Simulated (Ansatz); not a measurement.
**CH4N2OSi: a dynamics run in two tries**

The task is a short trajectory. SMILES of the start: N#CN[SiH2]O.

All numbers below are computed with Ansatz 0.2.0 (RHF/STO-3G).

### Step 1. The system as given

Bond lengths: N1–C2 1.159 Å, C2–N3 1.368 Å, N3–Si4 1.740 Å, Si4–O5 1.668 Å, N3–H6 1.019 Å, Si4–H7 1.421 Å, Si4–H8 1.423 Å, O5–H9 0.984 Å. Angles: N1–C2–N3 178.7°, C2–N3–Si4 124.8°, C2–N3–H6 113.0°, Si4–N3–H6 121.5°, N3–Si4–O5 111.0°, N3–Si4–H7 107.4°, N3–Si4–H8 106.3°, O5–Si4–H7 106.8°, O5–Si4–H8 112.1°, H7–Si4–H8 113.1°, Si4–O5–H9 109.0°.

As a file:

```xyz
9

N     2.6342   -0.5493    1.0683
C     1.7990   -0.2780    0.3115
N     0.7938    0.0228   -0.5669
Si   -0.8982   -0.2544   -0.2708
O    -1.6098    1.0801    0.4324
H     1.1109    0.5761   -1.3613
H    -1.5265   -0.4393   -1.5316
H    -0.9742   -1.4042    0.5649
H    -1.2408    1.2000    1.3366
```

### Step 2. First try

Input file input.yaml:

```yaml
crystal:
  periodic: [false, false, false]
  atoms:
    - { symbol: "N", position_ang: [2.63418, -0.549338, 1.068319] }
    - { symbol: C, position_ang: [1.799002, -0.277993, 0.311511] }
    - { symbol: "N", position_ang: [0.793797, 0.022805, -0.566862] }
    - { symbol: Si, position_ang: [-0.898174, -0.254445, -0.270848] }
    - { symbol: O, position_ang: [-1.609848, 1.080111, 0.432386] }
    - { symbol: H, position_ang: [1.110949, 0.576081, -1.361314] }
    - { symbol: H, position_ang: [-1.526479, -0.439266, -1.531615] }
    - { symbol: H, position_ang: [-0.974166, -1.404234, 0.564857] }
    - { symbol: H, position_ang: [-1.24076, 1.199978, 1.336566] }
basis:
  gaussian: { orbitals: STO-3G }
hamiltonian:
  xc: hf
md:
  timestep: 0.5
  n_steps: 25
  ensemble: nve
  temperature: 300.0
  initial_velocities: maxwell_boltzmann
  seed: 586156
  dt: 0.5
scf:
  lower_state_search: "off"
```

On the command line:

```console
> ansatz run input.yaml --threads 1 --pin off --max-ram 2048MiB --backend cpu --events-out ev --progress --plain --runs-dir out
```

Before running it: what results should come out? Wanted: first try.

The runs gave:

| quantity | value |
| --- | --- |
| first try | refused |
| cause | one key bears a name from other programs (dt, n_images) that this one doesn't know |

What this shows: The fault in the first input was caught at the input check and cost nothing.
